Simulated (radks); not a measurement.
**The Coulomb parameter U of the 4d shell of Zr⁺**

Aim: U as the second difference [E(n + 0.5) + E(n − 0.5) − 2E(n)]/0.5², with all orbitals relaxed. Bare: the atom's charge changes with n. Screened: the 5p shell takes up the change. The start is a model configuration, not necessarily the ground state.

Program: radks (a radial shooting solver on a logarithmic mesh, Libxc functionals) version 1. Level of theory: scalar-relativistic Kohn-Sham, r2SCAN, spin-unpolarised, spherical densities, finite nucleus. These are calculated values, not measurements, unless marked.

### 1 What is computed

| Property | Result |
| --- | --- |
| element | zirconium (Z = 40) |
| charge | +1 |
| electrons | 39 |
| configuration | [Kr] 4d1 5s1 5p1 |
| nuclear rms radius | 4.2694 fm |

Outer shells as boxes (Hund's rule):

Zr⁺
```
[Kr] core
4d [↑ ][  ][  ][  ][  ]
5s [↑ ]
5p [↑ ][  ][  ]
```

### 2 Start: [Kr] 4d1 5s1 5p1

Input:

```text
Z 40
configuration [Kr] 4d1 5s1 5p1
relativity scalar-relativistic
functional r2scan,r2scan
spin unpolarised
nucleus finite rms 4.2694 fm
c 137.035999084
```

### 3 Bare +0.5: [Kr] 4d1.5 5s1 5p1

Input: that of step 2 with these lines changed.

```diff
@@ -1,3 +1,3 @@
 Z 40
-configuration [Kr] 4d1 5s1 5p1
+configuration [Kr] 4d1.5 5s1 5p1
 relativity scalar-relativistic
```

### 4 Bare -0.5: [Kr] 4d0.5 5s1 5p1

Input: that of step 3 with these lines changed.

```diff
@@ -1,3 +1,3 @@
 Z 40
-configuration [Kr] 4d1.5 5s1 5p1
+configuration [Kr] 4d0.5 5s1 5p1
 relativity scalar-relativistic
```

### 5 Screened +0.5: [Kr] 4d1.5 5s1 5p0.5

Input: that of step 4 with these lines changed.

```diff
@@ -1,3 +1,3 @@
 Z 40
-configuration [Kr] 4d0.5 5s1 5p1
+configuration [Kr] 4d1.5 5s1 5p0.5
 relativity scalar-relativistic
```

### 6 Screened -0.5: [Kr] 4d0.5 5s1 5p1.5

Input: that of step 5 with these lines changed.

```diff
@@ -1,3 +1,3 @@
 Z 40
-configuration [Kr] 4d1.5 5s1 5p0.5
+configuration [Kr] 4d0.5 5s1 5p1.5
 relativity scalar-relativistic
```

Q: Predict the outcome of this session.

As calculated:

| quantity | value (eV) |
| --- | --- |
| U, bare | 9.326 |
| U, screened by 5p | 1.756 |
| F0(4d,4d), frozen orbitals | 12.457 |

What this shows: Relaxing the orbitals brings U down to 75 % of the Slater integral F0. Letting 5p compensate leaves 19 % of the bare value; this second difference measures U(4d,4d) + U(5p,5p) − 2U(4d,5p). A solid screens further than the bare atom, so the bare value is an upper guide for the U of a crystal.
